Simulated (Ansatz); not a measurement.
# Molecular dynamics of Li₄Mn₃CoO₈

input.yaml

```yaml
accuracy: low
crystal:
  lattice:
    - [6.227642, 0.0, 0.0]
    - [-0.574818, 6.141385, 0.0]
    - [-0.119301, -0.060827, 8.219718]
  atoms:
    - { symbol: Li, position: [0.0, 0.5, 0.0] }
    - { symbol: Li, position: [0.24834, 0.751833, 0.247472] }
    - { symbol: Li, position: [0.25166, 0.248167, 0.752528] }
    - { symbol: Li, position: [0.0, 0.0, 0.5] }
    - { symbol: Mn, position: [0.2558405, 0.246218, 0.248079], spin: 3.5 }
    - { symbol: Mn, position: [0.0, 0.5, 0.5], spin: 3.5 }
    - { symbol: Mn, position: [0.2441595, 0.753782, 0.751921], spin: 3.5 }
    - { symbol: Co, position: [0.0, 0.0, 0.0], spin: 1.8 }
    - { symbol: O, position: [0.236055, 0.766446, 0.989947] }
    - { symbol: O, position: [0.01882, 0.004249, 0.238374] }
    - { symbol: O, position: [0.0148175, 0.509958, 0.740778] }
    - { symbol: O, position: [0.266711, 0.257754, 0.487719] }
    - { symbol: O, position: [0.263945, 0.233554, 0.010053] }
    - { symbol: O, position: [0.4851825, 0.490042, 0.259222] }
    - { symbol: O, position: [0.48118, 0.995751, 0.761626] }
    - { symbol: O, position: [0.233289, 0.742246, 0.512281] }
    - { symbol: Li, position: [0.5, 0.5, 0.0] }
    - { symbol: Li, position: [0.74834, 0.751833, 0.247472] }
    - { symbol: Li, position: [0.75166, 0.248167, 0.752528] }
    - { symbol: Li, position: [0.5, 0.0, 0.5] }
    - { symbol: Mn, position: [0.7558405, 0.246218, 0.248079], spin: 3.5 }
    - { symbol: Mn, position: [0.5, 0.5, 0.5], spin: 3.5 }
    - { symbol: Mn, position: [0.7441595, 0.753782, 0.751921], spin: 3.5 }
    - { symbol: Co, position: [0.5, 0.0, 0.0], spin: 1.8 }
    - { symbol: O, position: [0.736055, 0.766446, 0.989947] }
    - { symbol: O, position: [0.51882, 0.004249, 0.238374] }
    - { symbol: O, position: [0.5148175, 0.509958, 0.740778] }
    - { symbol: O, position: [0.766711, 0.257754, 0.487719] }
    - { symbol: O, position: [0.763945, 0.233554, 0.010053] }
    - { symbol: O, position: [0.9851825, 0.490042, 0.259222] }
    - { symbol: O, position: [0.98118, 0.995751, 0.761626] }
    - { symbol: O, position: [0.733289, 0.742246, 0.512281] }
magnetization:
  spin_polarized: true
basis:
  ecutwfc: 420.0
kpoints:
  mp_grid: { grid: [2, 2, 2] }
hamiltonian:
  xc: lda
scf:
  occupations: { method: fermi_dirac, width: 0.05 }
  lower_state_search: "off"
md:
  timestep: 1
  n_steps: 30
  ensemble: nve
  temperature: 2400.0
  initial_velocities: maxwell_boltzmann
  seed: 889955
```

Launched with:

```bash
$ ansatz run input.yaml --threads 4 --pin off --max-ram 10240MiB --backend cpu --events-out ev --progress --plain --runs-dir out
```

It starts from an unrelaxed structure (largest force component 1.34 eV/Å).

Output, in part (step lines):

```
md step     0: t =     0.00 fs  T =  2400.0 K  F+E_penalty+E_count = -43681.83252976 eV  E_kin = 9.616944 eV  conserved = -43672.21558584 eV  (32 SCF iters)
md step     1: t =     1.00 fs  T =  2403.7 K  F+E_penalty+E_count = -43681.84760136 eV  E_kin = 9.631806 eV  conserved = -43672.21579505 eV  (20 SCF iters)
md step     2: t =     2.00 fs  T =  2393.9 K  F+E_penalty+E_count = -43681.80834108 eV  E_kin = 9.592365 eV  conserved = -43672.21597655 eV  (26 SCF iters)
md step     3: t =     3.00 fs  T =  2369.6 K  F+E_penalty+E_count = -43681.71896961 eV  E_kin = 9.494985 eV  conserved = -43672.22398508 eV  (39 SCF iters)
md step     4: t =     4.00 fs  T =  2330.4 K  F+E_penalty+E_count = -43681.56207504 eV  E_kin = 9.337918 eV  conserved = -43672.22415735 eV  (23 SCF iters)
md step     5: t =     5.00 fs  T =  2276.4 K  F+E_penalty+E_count = -43681.34575561 eV  E_kin = 9.121533 eV  conserved = -43672.22422286 eV  (24 SCF iters)
md step     6: t =     6.00 fs  T =  2207.7 K  F+E_penalty+E_count = -43681.07064469 eV  E_kin = 8.846473 eV  conserved = -43672.22417132 eV  (23 SCF iters)
md step     7: t =     7.00 fs  T =  2125.1 K  F+E_penalty+E_count = -43680.73934707 eV  E_kin = 8.515359 eV  conserved = -43672.22398806 eV  (25 SCF iters)
md step     8: t =     8.00 fs  T =  2029.7 K  F+E_penalty+E_count = -43680.35683483 eV  E_kin = 8.133246 eV  conserved = -43672.22358914 eV  (20 SCF iters)
md step     9: t =     9.00 fs  T =  1923.7 K  F+E_penalty+E_count = -43679.93125440 eV  E_kin = 7.708289 eV  conserved = -43672.22296546 eV  (20 SCF iters)
md step    10: t =    10.00 fs  T =  1809.8 K  F+E_penalty+E_count = -43679.47410746 eV  E_kin = 7.251971 eV  conserved = -43672.22213657 eV  (20 SCF iters)
md step    11: t =    11.00 fs  T =  1691.7 K  F+E_penalty+E_count = -43678.99992130 eV  E_kin = 6.778769 eV  conserved = -43672.22115246 eV  (20 SCF iters)
md step    12: t =    12.00 fs  T =  1573.6 K  F+E_penalty+E_count = -43678.52546218 eV  E_kin = 6.305373 eV  conserved = -43672.22008963 eV  (20 SCF iters)
md step    13: t =    13.00 fs  T =  1459.8 K  F+E_penalty+E_count = -43678.06847692 eV  E_kin = 5.849427 eV  conserved = -43672.21904957 eV  (20 SCF iters)
md step    14: t =    14.00 fs  T =  1354.6 K  F+E_penalty+E_count = -43677.64610420 eV  E_kin = 5.427960 eV  conserved = -43672.21814429 eV  (20 SCF iters)
md step    15: t =    15.00 fs  T =  1261.7 K  F+E_penalty+E_count = -43677.27319605 eV  E_kin = 5.055727 eV  conserved = -43672.21746902 eV  (20 SCF iters)
md step    16: t =    16.00 fs  T =  1183.8 K  F+E_penalty+E_count = -43676.96084638 eV  E_kin = 4.743755 eV  conserved = -43672.21709166 eV  (21 SCF iters)
md step    17: t =    17.00 fs  T =  1122.6 K  F+E_penalty+E_count = -43676.71542068 eV  E_kin = 4.498389 eV  conserved = -43672.21703134 eV  (19 SCF iters)
md step    18: t =    18.00 fs  T =  1078.4 K  F+E_penalty+E_count = -43676.53828322 eV  E_kin = 4.321029 eV  conserved = -43672.21725436 eV  (20 SCF iters)
md step    19: t =    19.00 fs  T =  1050.3 K  F+E_penalty+E_count = -43676.42624847 eV  E_kin = 4.208556 eV  conserved = -43672.21769224 eV  (21 SCF iters)
md step    20: t =    20.00 fs  T =  1036.8 K  F+E_penalty+E_count = -43676.37262060 eV  E_kin = 4.154364 eV  conserved = -43672.21825667 eV  (21 SCF iters)
md step    21: t =    21.00 fs  T =  1035.6 K  F+E_penalty+E_count = -43676.36855603 eV  E_kin = 4.149699 eV  conserved = -43672.21885667 eV  (21 SCF iters)
md step    22: t =    22.00 fs  T =  1044.4 K  F+E_penalty+E_count = -43676.40444423 eV  E_kin = 4.185027 eV  conserved = -43672.21941767 eV  (18 SCF iters)
md step    23: t =    23.00 fs  T =  1060.9 K  F+E_penalty+E_count = -43676.47101468 eV  E_kin = 4.251112 eV  conserved = -43672.21990239 eV  (18 SCF iters)
md step    24: t =    24.00 fs  T =  1083.0 K  F+E_penalty+E_count = -43676.55996530 eV  E_kin = 4.339656 eV  conserved = -43672.22030941 eV  (19 SCF iters)
md step    25: t =    25.00 fs  T =  1108.9 K  F+E_penalty+E_count = -43676.66412860 eV  E_kin = 4.443491 eV  conserved = -43672.22063801 eV  (19 SCF iters)
md step    26: t =    26.00 fs  T =  1137.2 K  F+E_penalty+E_count = -43676.77751933 eV  E_kin = 4.556636 eV  conserved = -43672.22088294 eV  (19 SCF iters)
md step    27: t =    27.00 fs  T =  1166.5 K  F+E_penalty+E_count = -43676.89533627 eV  E_kin = 4.674273 eV  conserved = -43672.22106321 eV  (19 SCF iters)
md step    28: t =    28.00 fs  T =  1196.0 K  F+E_penalty+E_count = -43677.01370020 eV  E_kin = 4.792490 eV  conserved = -43672.22121022 eV  (21 SCF iters)
md step    29: t =    29.00 fs  T =  1224.8 K  F+E_penalty+E_count = -43677.12926548 eV  E_kin = 4.907918 eV  conserved = -43672.22134743 eV  (21 SCF iters)
md step    30: t =    30.00 fs  T =  1252.1 K  F+E_penalty+E_count = -43677.23890419 eV  E_kin = 5.017414 eV  conserved = -43672.22149055 eV  (20 SCF iters)
```

The run went to its last step. The conserved energy stayed within 0.27 meV per atom of its start (net change -0.18 meV per atom), so the integration is sound. A run of 0.03 ps of so small a system gives no equilibrium averages. No Hubbard correction was used and the magnetic state wasn't searched. Limits of this set-up: coarse k mesh, low accuracy level.

Mean squared displacements from the first frame to the last, about the centre of mass: Li 0.40 Å², Mn 0.02 Å², Co 0.04 Å², O 0.13 Å².

Last frame:

```xyz
32
Lattice="6.2276 0.0000 0.0000 -0.5748 6.1414 0.0000 -0.1193 -0.0608 8.2197" Properties=species:S:1:pos:R:3
Li -0.713 3.101 0.018
Li 1.328 4.918 1.812
Li 1.250 1.016 6.196
Li 0.220 0.361 3.612
Mn 1.374 1.548 1.964
Mn -0.206 3.149 3.987
Mn 0.974 4.456 6.263
Co -0.003 -0.004 -0.096
O 0.380 4.637 8.139
O -0.134 0.405 1.794
O -0.636 3.407 5.958
O 1.561 1.689 4.075
O 1.680 0.863 0.149
O 2.652 2.987 2.132
O 2.513 5.722 6.494
O 0.985 4.450 4.317
Li 2.260 3.432 0.130
Li 5.199 4.584 1.567
Li 4.728 1.497 6.269
Li 3.658 0.029 4.045
Mn 4.448 1.410 2.019
Mn 2.719 3.101 4.267
Mn 4.122 4.600 6.040
Co 3.157 -0.116 0.253
O 4.073 4.820 7.933
O 3.160 0.193 2.199
O 2.736 3.236 6.218
O 4.781 1.841 4.051
O 4.731 0.957 0.120
O 5.806 2.916 1.946
O 5.489 5.972 6.272
O 3.960 4.612 4.228
```

Run time: 9.8 min on 4 threads of Intel(R) Xeon(R) Platinum 8488C (Sapphire Rapids), with other jobs on the host, peak memory 3.1 GiB.
